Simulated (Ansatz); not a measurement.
**Ti2SnC: further runs on the relaxed cell**

An exercise on one series of results from a longer session: the logs are not shown, and one member is left open.

Method: DFT PBEsol, scalar-relativistic, plane waves, PAW, in Ansatz 0.2.0.

### Starting point

The structure is hexagonal, space group P6_3/mmc (No. 194). The conventional cell has a = 3.137 Å, b = 3.137 Å, c = 13.656 Å, α = 90.00°, β = 90.00°, γ = 120.00°. Ti (site symmetry 3m) has 3 C at 2.12 Å as nearest neighbours. Sn (site symmetry -6m2) is surrounded by 6 Ti at 2.93 Å and 6 Sn at 3.14 Å. C (site symmetry -3m) has 6 Ti at 2.12 Å as nearest neighbours.

Coordinates:

```cif
data_structure
_symmetry_space_group_name_H-M 'P 1'
_symmetry_Int_Tables_number 1
_cell_length_a 3.1374
_cell_length_b 3.1374
_cell_length_c 13.6556
_cell_angle_alpha 90.000
_cell_angle_beta 90.000
_cell_angle_gamma 120.000
_cell_volume 116.41
loop_
_atom_site_label
_atom_site_type_symbol
_atom_site_fract_x
_atom_site_fract_y
_atom_site_fract_z
_atom_site_occupancy
Ti1 Ti 0.33333 0.66667 0.08094 1
Ti2 Ti 0.33333 0.66667 0.41906 1
Ti3 Ti 0.66667 0.33333 0.58094 1
Ti4 Ti 0.66667 0.33333 0.91906 1
Sn1 Sn 0.33333 0.66667 0.75000 1
Sn2 Sn 0.66667 0.33333 0.25000 1
C1 C 0.00000 0.00000 0.00000 1
C2 C 0.00000 0.00000 0.50000 1
```

It goes back to an entry of the Materials Project, which need not be the stable form.

It is the result of an earlier relaxation at this level (volume 14.55 Å³/atom; gap on the mesh: none (metal)).

Set-up of the first run:

File input.yaml:

```yaml
crystal:
  lattice:
    - [3.105733552, 0.0, 0.0]
    - [-1.552866776, 2.6896441534, 0.0]
    - [0.0, 0.0, 13.5176503719]
  atoms:
    - { symbol: Ti, position: [0.3333333333, 0.6666666667, 0.0809381624] }
    - { symbol: Ti, position: [0.3333333333, 0.6666666667, 0.4190618376] }
    - { symbol: Ti, position: [0.6666666667, 0.3333333333, 0.5809381624] }
    - { symbol: Ti, position: [0.6666666667, 0.3333333333, 0.9190618376] }
    - { symbol: Sn, position: [0.3333333333, 0.6666666667, 0.75] }
    - { symbol: Sn, position: [0.6666666667, 0.3333333333, 0.25] }
    - { symbol: C, position: [0.0, 0.0, 0.0] }
    - { symbol: C, position: [0.0, 0.0, 0.5] }
basis:
  ecutwfc: 420
kpoints:
  mp_grid: { grid: [15, 15, 4] }
hamiltonian:
  xc: pbesol
scf:
  occupations: { method: gaussian, width: 0.1 }
output:
  forces: true
  stress: true
  eigenvalues: true
relax:
  adjacent_minimum: "off"
  f_tol: 0.01
  max_steps: 30
  cell: { stress_tol: 0.1, fix: [volume] }
```

Launch:

```sh
$ ansatz run input.yaml --threads 2 --pin off --max-ram 5120MiB --backend cpu --events-out ev --progress --plain --runs-dir out
```

Steps of the session up to this table: The cell scaled to 0.97 of its volume; The cell scaled to 1.03 of its volume; Volume × 0.94; Point at V/V0 = 1.06; Volume × 0.91; Point at V/V0 = 1.10; Point at V/V0 = 0.88.

One table of the session follows, with a row left open; its other results are not shown here.

It belongs to the step «Energy against volume». 

```
volume (Å³/atom)  energy above the lowest point (meV/atom)  pressure (GPa)
          12.805                                     121.7           25.12
          13.242                                      64.4           17.20
          13.678                                      27.0           10.48
          14.115                                       6.3            4.79
          14.551                                       0.0           -0.03
          14.988                                         ?               ?
          15.424                                      21.7           -7.50
          16.006                                      56.0          -11.16
```

Estimate the missing values for volume (Å³/atom) = 14.988.

Worked estimate for «energy above the lowest point (meV/atom)». A straight line through the neighbours (14.551, 0.0) and (15.424, 21.7) gives 0.0 + (21.7 − 0.0) × (14.988 − 14.551) / (15.424 − 14.551) = 10.9; a parabola fitted to 4 rows on both sides gives 6.0.

**Answer.** energy above the lowest point (meV/atom): 5.7; pressure (GPa): -4.10. In «energy above the lowest point (meV/atom)» the line misses by +5.2 and the parabola by +0.3.
